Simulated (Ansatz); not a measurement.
# YbMn2Sb2: the cost of one run

Method: DFT PBE, scalar-relativistic, plane waves, PAW, in Ansatz 0.2.0.

## Step 1: Starting point

It takes space group P-3m1 (No. 164, trigonal). The conventional cell has a = 4.448 Å, b = 4.448 Å, c = 7.409 Å, α = 90.00°, β = 90.00°, γ = 120.00°. Around Yb (site symmetry -3m) lie 6 Sb at 3.16 Å. Mn (site symmetry 3m) has 4 Sb at 2.74 to 2.77 Å and 3 Mn at 3.14 Å as nearest neighbours. Around Sb (site symmetry 3m) lie 4 Mn at 2.74 to 2.77 Å.

Coordinates:

```cif
data_structure
_symmetry_space_group_name_H-M 'P 1'
_symmetry_Int_Tables_number 1
_cell_length_a 4.4484
_cell_length_b 4.4484
_cell_length_c 7.4091
_cell_angle_alpha 90.000
_cell_angle_beta 90.000
_cell_angle_gamma 120.000
_cell_volume 126.97
loop_
_atom_site_label
_atom_site_type_symbol
_atom_site_fract_x
_atom_site_fract_y
_atom_site_fract_z
_atom_site_occupancy
Yb1 Yb 0.00000 0.00000 0.00000 1
Mn1 Mn 0.33333 0.66667 0.62246 1
Mn2 Mn 0.66667 0.33333 0.37754 1
Sb1 Sb 0.33333 0.66667 0.24825 1
Sb2 Sb 0.66667 0.33333 0.75175 1
```

This cell comes from an earlier session at PBE: 25.394 Å³/atom at -0.01 GPa, on a 10×10×6 mesh.

## Step 2: Antiferromagnetic, in the cell as typed

Contents of input.yaml:

```yaml
crystal:
  lattice:
    - [4.448377527, 0.0, 0.0]
    - [-2.2241887635, 3.852407944, 0.0]
    - [0.0, 0.0, 7.4091122485]
  atoms:
    - { symbol: Yb, position: [0.0, 0.0, 0.0] }
    - { symbol: Mn, position: [0.3333333333, 0.6666666667, 0.6224649092], spin: 3.5 }
    - { symbol: Mn, position: [0.6666666667, 0.3333333333, 0.3775350908], spin: -3.5 }
    - { symbol: Sb, position: [0.3333333333, 0.6666666667, 0.2482451283] }
    - { symbol: Sb, position: [0.6666666667, 0.3333333333, 0.7517548717] }
basis:
  ecutwfc: 420
  ecutrho_ratio: 4
kpoints:
  mp_grid: { grid: [10, 10, 6] }
hamiltonian:
  xc: pbe
scf:
  occupations: { method: gaussian, width: 0.05 }
  lower_state_search: "off"
output:
  forces: true
  stress: true
  eigenvalues: true
  populations: true
magnetization:
  spin_polarized: true
```

Launch:

```bash
ansatz run input.yaml --threads 8 --pin off --max-ram 22528MiB --backend cpu --events-out ev --progress --plain --runs-dir out
```

**Question.** How long does this run take on 8 threads of Intel Xeon at 2.50GHz (Skylake/Cascade Lake), shared host, and how much memory does it need?

About 65 s, with a peak of 1.2 GiB.
